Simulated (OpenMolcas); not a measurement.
# Tc³⁺ among point charges: CASSCF and CASPT2 levels and susceptibility

Aim: the splitting of the states of Tc³⁺ in the field of 6 point charges, its lowest levels with spin-orbit coupling and its magnetic susceptibility.

The numbers are computed with OpenMolcas 26.06 (state-averaged CASSCF and CASPT2, spin-orbit coupling by RASSI with atomic mean-field integrals), except any that are marked as measured or tabulated.

## 1. The system

- Species: Tc³⁺ (technetium, Z = 43, 40 electrons)
- Basis: ANO-RCC-VDZP [6s5p3d1f], 43 functions
- Scalar Hamiltonian: DKH2, point nucleus
- Inactive shells: 1s 2s 2p 3s 3p 3d 4s 4p
- Active space: 4 electrons in 5 orbitals (4d)
- Some configurations of this space: 4d⁴
- Orbitals: optimised for each spin and parity, averaged over all roots

The outer shells:

4d4
```
4d [↑ ][↑ ][↑ ][↑ ][  ]
```

The ion sits among 6 point charges of -0.85 e arranged as a trigonal antiprism (D3d), 2.19 Å from the ion, with a polar angle of 57.5° against the regular 54.74°.

The work runs as a chain of OpenMolcas steps in one folder; each step below is one input file. Labels, J, g values, rates, χT and fits are worked out afterwards by a script from the matrices that RASSI stores. The input lists half of the charges; inversion (Group=XYZ) makes the rest.

## 2. Basis and integrals

a.inp

```
&GATEWAY
Coord
1

Tc 0.0 0.0 0.0
Basis=ANO-RCC-VDZP
Group=XYZ
NoMove
AngMom=0.0 0.0 0.0
AMFI
XField
3 Angstrom 0
0.000000 1.846460 1.177576 -0.850000
1.599081 -0.923230 1.177576 -0.850000
1.599081 0.923230 -1.177576 -0.850000
&SEWARD
```

On the command line:

```console
> OMP_NUM_THREADS=1 MOLCAS_MEM=1689 MOLCAS_PROJECT=a pymolcas a.inp > a.log
```

Output:

```text
Basis set label: TC.ANO-RCC...6S5P3D1F.

      Electronic valence basis set:
      ------------------
      Associated Effective Charge  43.000000 au
      Associated Actual Charge     43.000000 au
      Nuclear Model: Point charge

      Shell  nPrim  nBasis  Cartesian Spherical Contaminant
         s      21       6        X
         p      18       5        X
         d      13       3                 X
         f       6       1                 X
                  Relativistic Douglas-Kroll-Hess integrals:
                    - DKH order of Hamiltonian: 2
                    - DKH order of Properties : 0
                  Atomic mean-field integrals
```

## 3. CASSCF: quintets of even parity, 5 roots

a.inp

```
&RASSCF
FileOrb=start.orb
Symmetry=1
Spin=5
nActEl=4 0 0
Inactive=9 9
Ras2=5 0
CIRoot=5 5 1
SDav=5
CIMx=300
Iter=120 100
PrWF=0.3
OrbListing=Nothing
MaxOrb=0
>>> COPY $Project.JobIph JOB001
```

start.orb holds the contracted functions of the basis, ordered by shell, or the orbitals of the step before.

Output, shortened:

```text
[...]
      Number of active orbitals                  5
[...]
      Spin quantum number                      2.0
[...]
      Active orbitals                            5   0
[...]
      Number of CSFs                             5
      Number of root(s) required                 5
[...]
      Convergence after  8 iterations
[...]
      Natural orbitals and occupation numbers for root  1
      sym 1:   1.000000   1.000000   1.000000   0.000000   1.000000
      Natural orbitals and occupation numbers for root  2
      sym 1:   1.000000   0.000000   1.000000   1.000000   1.000000
      Natural orbitals and occupation numbers for root  3
      sym 1:   1.000000   1.000000   1.000000   1.000000  -0.000000
::    RASSCF root number  1 Total energy:  -4284.39841037
::    RASSCF root number  2 Total energy:  -4284.39841036
::    RASSCF root number  3 Total energy:  -4284.38448864
::    RASSCF root number  4 Total energy:  -4284.38448863
::    RASSCF root number  5 Total energy:  -4284.38057112
```

## 4. CASSCF: triplets of even parity, 45 roots

a.inp

```
&RASSCF
FileOrb=start.orb
Symmetry=1
Spin=3
nActEl=4 0 0
Inactive=9 9
Ras2=5 0
CIRoot=45 45 1
SDav=45
CIMx=300
Iter=120 100
PrWF=0.3
OrbListing=Nothing
MaxOrb=0
>>> COPY $Project.JobIph JOB002
```

Output, shortened:

```text
[...]
      Number of active orbitals                  5
[...]
      Spin quantum number                      1.0
[...]
      Active orbitals                            5   0
[...]
      Number of CSFs                            45
      Number of root(s) required                45
[...]
      Convergence after  6 iterations
[...]
      Natural orbitals and occupation numbers for root  1
      sym 1:   0.998573   0.133874   1.735106   0.133874   0.998573
      Natural orbitals and occupation numbers for root  2
      sym 1:   1.716203   0.099888   0.969483   0.193095   1.021331
      Natural orbitals and occupation numbers for root  3
      sym 1:   1.006434   0.182509   0.985355   0.109143   1.716559
::    RASSCF root number  1 Total energy:  -4284.32675443
::    RASSCF root number  2 Total energy:  -4284.32539838
::    RASSCF root number  3 Total energy:  -4284.32539838
[...]
::    RASSCF root number 27 Total energy:  -4284.28235983
::    RASSCF root number 28 Total energy:  -4284.28113107
::    RASSCF root number 29 Total energy:  -4284.28027934
::    RASSCF root number 30 Total energy:  -4284.28027934
```

## 5. Reference wave functions, singlets of even parity, 50 roots

a.inp

```
&RASSCF
FileOrb=start.orb
Symmetry=1
Spin=1
nActEl=4 0 0
Inactive=9 9
Ras2=5 0
CIRoot=50 50 1
SDav=50
CIMx=300
Iter=120 100
PrWF=0.3
OrbListing=Nothing
MaxOrb=0
>>> COPY $Project.JobIph JOB003
```

Output, shortened:

```text
[...]
      Number of active orbitals                  5
[...]
      Spin quantum number                      0.0
[...]
      Active orbitals                            5   0
[...]
      Number of CSFs                            50
      Number of root(s) required                50
[...]
      Convergence after  6 iterations
[...]
      Natural orbitals and occupation numbers for root  1
      sym 1:   0.141175   0.141173   0.589230   1.564220   1.564201
      Natural orbitals and occupation numbers for root  2
      sym 1:   0.120249   0.110217   1.021661   0.960565   1.787308
      Natural orbitals and occupation numbers for root  3
      sym 1:   1.561537   0.197305   1.515541   0.088858   0.636759
::    RASSCF root number  1 Total energy:  -4284.28627722
::    RASSCF root number  2 Total energy:  -4284.28617779
::    RASSCF root number  3 Total energy:  -4284.28617779
[...]
::    RASSCF root number 27 Total energy:  -4284.22792126
::    RASSCF root number 28 Total energy:  -4284.22792126
::    RASSCF root number 29 Total energy:  -4284.21604260
::    RASSCF root number 30 Total energy:  -4284.21317118
```

## 6. State interaction with spin-orbit coupling

a.inp

```
&RASSI
NrOfJobIphs=3 5 45 50
1 2 3 4 5
1 2 3 4 5 6 7 8 9 10 11 12 13 14 15 16 17 18 19 20 21 22 23 24 25 26 27
28 29 30 31 32 33 34 35 36 37 38 39 40 41 42 43 44 45
1 2 3 4 5 6 7 8 9 10 11 12 13 14 15 16 17 18 19 20 21 22 23 24 25 26 27
28 29 30 31 32 33 34 35 36 37 38 39 40 41 42 43 44 45 46 47 48 49 50
IphNames
JOB001
JOB002
JOB003
EJob
SpinOrbit
DIPRint=1.0
SOCoupling=1000.0
Subsets=2
Property=9
'ANGMOM' 1 'ANGMOM' 2 'ANGMOM' 3 'MLTPL  1' 1 'MLTPL  1' 2 'MLTPL  1' 3
'AMFI' 1 'AMFI' 2 'AMFI' 3
SOProperty=3
'ANGMOM' 1 'ANGMOM' 2 'ANGMOM' 3
```

Output, shortened:

```text
SPIN-FREE ENERGIES:
  (Shifted by EMIN (a.u.) =      -4284.3984103735)
 SF State       Relative EMIN(au)   Rel lowest level(eV)    D:o, cm**(-1)      L_eff
     1             0.0000000000        0.0000000000              0.0000         2.0
     2             0.0000000119        0.0000003244              0.0026         2.0
     3             0.0139217368        0.3788297568           3055.4680         2.0
     4             0.0139217461        0.3788300108           3055.4701         2.0
     5             0.0178392553        0.4854308672           3915.2640         2.0
     6             0.0716559469        1.9498576472          15726.6625         4.5
     7             0.0730119918        1.9867575104          16024.2800         4.5
     8             0.0730119954        1.9867576077          16024.2808         4.5
     9             0.0811445174        2.2080548054          17809.1630         5.0
    10             0.0811445227        2.2080549491          17809.1642         5.0
[...]
Eigenvalues of complex Hamiltonian:
   -----------------------------------
  (Shifted by EMIN (a.u.) =      -4284.3984103735)
 SO State       Relative EMIN(au)   Rel lowest level(eV)    D:o, cm**(-1)     J-value
     1            -0.0039573323        0.0000000000              0.0000         1.3
     2            -0.0036467682        0.0084508812             68.1610         1.4
     3            -0.0025562488        0.0381254248            307.5023         1.9
     4            -0.0025562473        0.0381254663            307.5026         1.9
     5            -0.0014686399        0.0677207710            546.2049         2.1
     6            -0.0014686321        0.0677209840            546.2066         2.1
     7            -0.0009949021        0.0806118335            650.1783         2.1
     8            -0.0003517612        0.0981125884            791.3314         2.0
     9            -0.0003517597        0.0981126285            791.3317         2.0
    10            -0.0001533035        0.1035128990            834.8878         2.3
    11             0.0119696747        0.4333959412           3495.5740         1.7
[...]
```

Time for these steps: 23 s (1 thread of Arm Neoverse V1, shared host).

States without spin-orbit coupling:

```csv
state,degeneracy,E (cm-1),free-ion L (%)
5E,2,0,D (100)
5E,2,3055,D (100)
5A1,1,3915,D (100)
3A2,1,15727,H (69)
3E,2,16024,H (70)
3E,2,17809,H (96)
3E,2,18616,H (49)
3A1,1,18692,H (64)
3A2,1,19063,P (48)
3E,2,19110,H (66)
3A2,1,20369,F (86)
3A2,1,20952,H (56)
3A1,1,21520,G (82)
3E,2,21599,H (59)
3E,2,22058,F (55)
3A1,1,22363,F (43)
3E,2,23183,G (85)
3A2,1,23692,G (62)
3E,2,23855,G (66)
1A1,1,24610,I (68)
1E,2,24632,I (62)
1E,2,24783,I (84)
3E,2,25084,F (43)
3A2,1,25470,P (36)
```

With spin-orbit coupling:

```
E (cm-1)  Degeneracy  Label  2S+1               g
     0.0           1     A1     5                
    68.2           1     A2     5                
   307.5           2      E     5  0.00 0.00 0.84
   546.2           2      E     5  0.00 0.00 1.38
   650.2           1     A1     5                
   791.3           2      E     5  0.00 0.00 6.56
   834.9           1     A2     5                
    3496           1     A1     5                
    3542           2      E     5  0.00 0.00 0.29
    3666           2      E     5  0.00 0.00 3.42
    3747           1     A2     5                
    3894           1     A1     5                
    4043           1     A2     5                
    4065           2      E     5  0.00 0.00 8.33
    4872           2      E     5  0.00 0.00 7.46
    5061           2      E     5  0.00 0.00 3.92
    5111           1     A1     5                
   15780           1     A1     3                
   16205           2      E     3  0.00 0.00 2.54
   16320           1     A1     3                
   16439           2      E     3  0.00 0.00 0.17
   16612           2      E     3  0.00 0.00 1.63
   16631           1     A2     3                
   18218           1     A1     3
```

The table of states holds 24 of 67 computed; the rest, higher up, is left out. Principal g values are given for doublets only; a zero marks a field direction without first-order Zeeman splitting.

Powder χT (cm³ K/mol): 0.04 at 2 K, 0.09 at 5 K, 0.18 at 10 K, 0.36 at 20 K, 0.74 at 50 K, 1.05 at 100 K, 1.25 at 150 K, 1.40 at 200 K, 1.53 at 250 K, 1.64 at 300 K.

Orbitals of the lowest block (energies include the constant potential of the surroundings):

```csv
shell,space,energy (hartree),mean occupation,⟨r²⟩ (bohr²)
1s,inactive,-777.2271,2.000,0.00155
2s,inactive,-113.6686,2.000,0.0262
2p,inactive,-101.5359,6.000,0.0207
3s,inactive,-20.9455,2.000,0.195
3p,inactive,-16.8442,6.000,0.199
3d,inactive,-10.1877,10.000,0.189
4s,inactive,-3.1756,2.000,1.27
4p,inactive,-1.9324,6.000,1.55
4d,RAS2,,4.000,2.68
```

## 7. CASPT2: IPEA 0.25, imaginary shift 0.1 (closed shells correlated: 4s 4p)

a.inp

```
>>> COPY JOB001 $Project.JobIph
&CASPT2
Multistate=5 1 2 3 4 5
NoMult
Frozen=8 6
IPEA=0.25
Imaginary=0.1
MaxIter=60
WThr=0.0 0.3 0.05
PrWF=0.5
NoMix
>>> COPY JOB002 $Project.JobIph
&CASPT2
Multistate=45 1 2 3 4 5 6 7 8 9 10 11 12 13 14 15 16 17 18 19 20 21 22
23 24 25 26 27 28 29 30 31 32 33 34 35 36 37 38 39 40 41 42 43 44 45
NoMult
Frozen=8 6
IPEA=0.25
Imaginary=0.1
MaxIter=60
WThr=0.0 0.3 0.05
PrWF=0.5
NoMix
>>> COPY JOB003 $Project.JobIph
&CASPT2
Multistate=50 1 2 3 4 5 6 7 8 9 10 11 12 13 14 15 16 17 18 19 20 21 22
23 24 25 26 27 28 29 30 31 32 33 34 35 36 37 38 39 40 41 42 43 44 45 46
47 48 49 50
NoMult
Frozen=8 6
IPEA=0.25
Imaginary=0.1
MaxIter=60
WThr=0.0 0.3 0.05
PrWF=0.5
NoMix
```

Output, shortened:

```text
[...]
      Active orbitals                            5   0
[...]
      E2 (Variational):          -0.2140288714
      Total energy:           -4284.6124392449
[...]
::    CASPT2 Root  1     Total energy:  -4284.61243924
::    CASPT2 Root  2     Total energy:  -4284.61256209
[...]
::    CASPT2 Root 27     Total energy:  -4284.45824296
::    CASPT2 Root 28     Total energy:  -4284.45800557
::    CASPT2 Root 29     Total energy:  -4284.44906808
::    CASPT2 Root 30     Total energy:  -4284.44628989
```

This run took 6.6 s in all on 1 thread of Arm Neoverse V1, shared host.

SS-CASPT2: lowest energy less the reference's lowest, -0.2141 hartree; reference weights 0.937 to 0.954.

Spin-free states, with their symmetry labels:

```csv
state,degeneracy,E (cm-1),free-ion L (%)
5E,2,0,D (100)
5E,2,3194,D (100)
5A1,1,4310,D (100)
3A2,1,15285,H (69)
3E,2,15603,H (70)
3E,2,17105,H (96)
3E,2,17365,H (49)
3A2,1,17549,P (48)
3A1,1,17652,H (64)
3E,2,18059,H (66)
3A2,1,18610,F (86)
3A1,1,19707,G (82)
3A2,1,20087,H (56)
3E,2,20565,H (59)
3E,2,20595,F (55)
3A1,1,20813,F (43)
3E,2,21410,G (85)
3A2,1,21870,G (62)
3E,2,22130,G (66)
1E,2,23517,I (62)
1E,2,23641,I (84)
1A1,1,23681,I (68)
3E,2,23907,F (43)
3A2,1,24071,P (36)
```

With spin-orbit coupling:

```
E (cm-1)  Degeneracy  Label  2S+1               g
       0           1     A1     5                
      67           1     A2     5                
     310           2      E     5  0.00 0.00 0.92
     550           2      E     5  0.00 0.00 1.41
     650           1     A1     5                
     790           2      E     5  0.00 0.00 6.72
     830           1     A2     5                
    3660           1     A1     5                
    3700           2      E     5  0.00 0.00 0.10
    3820           2      E     5  0.00 0.00 3.26
    3870           1     A2     5                
    4010           1     A1     5                
    4160           1     A2     5                
    4180           2      E     5  0.00 0.00 8.47
    5210           2      E     5  0.00 0.00 7.62
    5370           2      E     5  0.00 0.00 3.91
    5420           1     A1     5                
   15010           1     A1     3                
   15670           2      E     3  0.00 0.00 2.22
   15770           1     A1     3                
   15920           2      E     3  0.00 0.00 0.44
   16100           2      E     3  0.00 0.00 1.14
   16130           1     A2     3                
   17300           1     A1     3
```

Powder χT (cm³ K/mol): 0.04 at 2 K, 0.09 at 5 K, 0.19 at 10 K, 0.37 at 20 K, 0.76 at 50 K, 1.07 at 100 K, 1.27 at 150 K, 1.43 at 200 K, 1.56 at 250 K, 1.67 at 300 K.

## 8. The methods side by side

A. CASSCF
B. SS-CASPT2, IPEA 0.25, imaginary shift 0.1 (closed shells correlated: 4s 4p)

```csv
method,ground state,first state of that spin (cm-1),first gap with spin-orbit (cm-1),χT at 300 K
A,5E,5E 3055,68.2,1.64
B,5E,5E 3194,67.1,1.67
```

## 9. Summary of results

```
                                            quantity                                                                        value
                                              method  SS-CASPT2, IPEA 0.25, imaginary shift 0.1 (closed shells correlated: 4s 4p)
                              spin-free ground state                                               5E, 2-fold in its orbital part
first state of the same spin within the active space                                                              5E at 3190 cm⁻¹
                                        lowest level                                                                    1-fold A1
                                          next level                                                                    67.1 cm⁻¹
                                         χT at 300 K                                                               1.67 cm³ K/mol
                           effective moment at 300 K                                                                      3.65 μB
```

Cost by method:

```csv
method,time of its own steps,time with the reference
A. CASSCF,23 s,23 s
"B. SS-CASPT2, IPEA 0.25, imaginary shift 0.1, +4s 4p",6.6 s,29 s
```

Times are of one thread on a shared host.

In words: The spin-free ground state (5E) comes to 100 % from free-ion D terms and keeps the highest spin of the shell. χT at 300 K is 1.67, against 3.01 cm³ K/mol for the spin alone, so spin-orbit coupling lowers it. An active space of the d shell alone favours high spin; real ions in strong fields can be low spin. CASPT2 does not keep the components of a term degenerate, and the means are used. The field of point charges can differ much from that of real complexes. With metal d orbitals alone active, the gaps between spin states are rough; where two lie within a few thousand cm-1, their order is open. This is an electrostatic model: the charges have no orbitals.
